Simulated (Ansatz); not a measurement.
# BClF2H3N: the cost of one run

Computed with Ansatz 0.2.0, Gaussian basis. Level: PBE0-D4/def2-SVP.

22 further runs of the same task are left out: 22 set aside as unsound or not needed. Runs told in other sessions of the task aren't counted.

## Step 1: The starting structure

The first end: 8 atoms, charge 0, spin multiplicity 1.

Atoms are counted from 1 here; the program's logs count them from 0.

Bond lengths: B1–Cl2 1.848 Å, B1–F3 1.363 Å, B1–F4 1.363 Å, B1–N6 1.648 Å, H5–N6 1.016 Å, N6–H7 1.017 Å, N6–H8 1.016 Å. Angles: Cl2–B1–F3 113.4°, Cl2–B1–F4 113.4°, Cl2–B1–N6 104.3°, F3–B1–F4 114.5°, F3–B1–N6 104.9°, F4–B1–N6 104.9°, B1–N6–H5 109.9°, B1–N6–H7 110.1°, B1–N6–H8 109.9°, H5–N6–H7 109.2°, H5–N6–H8 108.6°, H7–N6–H8 109.2°.

Geometry (Å):

```xyz
8
BClF2H3N
B    -0.1790    0.4714   -0.6359
Cl    1.2704    0.1045   -1.7217
F    -1.3626    0.0260   -1.1436
F    -0.2064    1.7573   -0.1854
H     0.1242   -1.4267    0.4555
N     0.0772   -0.4446    0.7103
H    -0.6798   -0.3075    1.3758
H     0.9562   -0.1805    1.1451
```

The second end:

```
B    -0.7432    0.9080   -0.0067
Cl    1.9072   -1.6010   -1.4923
F    -1.8604    0.7249   -0.6916
F    -0.1799    2.1052   -0.0247
H     1.0873   -0.9881   -0.6946
N    -0.1459   -0.1573    0.6930
H    -0.6564   -1.0083    0.8608
H     0.5913    0.0165    1.3560
```

## Step 2: The band at PBE0-D4/def2-SVP

neb/in.yaml reads:

```yaml
crystal:
  periodic: [false, false, false]
  atoms:
    - {symbol: B, position_ang: [-0.179041, 0.471428, -0.635863]}
    - {symbol: Cl, position_ang: [1.270410, 0.104490, -1.721749]}
    - {symbol: F, position_ang: [-1.362628, 0.026030, -1.143630]}
    - {symbol: F, position_ang: [-0.206425, 1.757297, -0.185434]}
    - {symbol: H, position_ang: [0.124191, -1.426681, 0.455543]}
    - {symbol: N, position_ang: [0.077175, -0.444640, 0.710252]}
    - {symbol: H, position_ang: [-0.679797, -0.307502, 1.375814]}
    - {symbol: H, position_ang: [0.956215, -0.180522, 1.145068]}
basis:
  gaussian: {orbitals: def2-SVP}
hamiltonian: {xc: pbe0, dispersion: d4}
neb:
  images: 5
  climbing: true
  max_iterations: 40
  initial_path: idpp
  final_atoms:
    - {symbol: B, position_ang: [-0.743153, 0.908020, -0.006673]}
    - {symbol: Cl, position_ang: [1.907162, -1.601019, -1.492295]}
    - {symbol: F, position_ang: [-1.860415, 0.724931, -0.691583]}
    - {symbol: F, position_ang: [-0.179889, 2.105228, -0.024675]}
    - {symbol: H, position_ang: [1.087301, -0.988112, -0.694610]}
    - {symbol: N, position_ang: [-0.145871, -0.157256, 0.693046]}
    - {symbol: H, position_ang: [-0.656365, -1.008343, 0.860826]}
    - {symbol: H, position_ang: [0.591331, 0.016451, 1.355965]}
```

The run is started by

```
$ ansatz run in.yaml --threads 4 --pin off --events-out ev --progress --plain --max-ram 9574MiB
```

**Question.** How long does this run take on 4 threads of Arm Neoverse V2, shared host?

About 76 s.
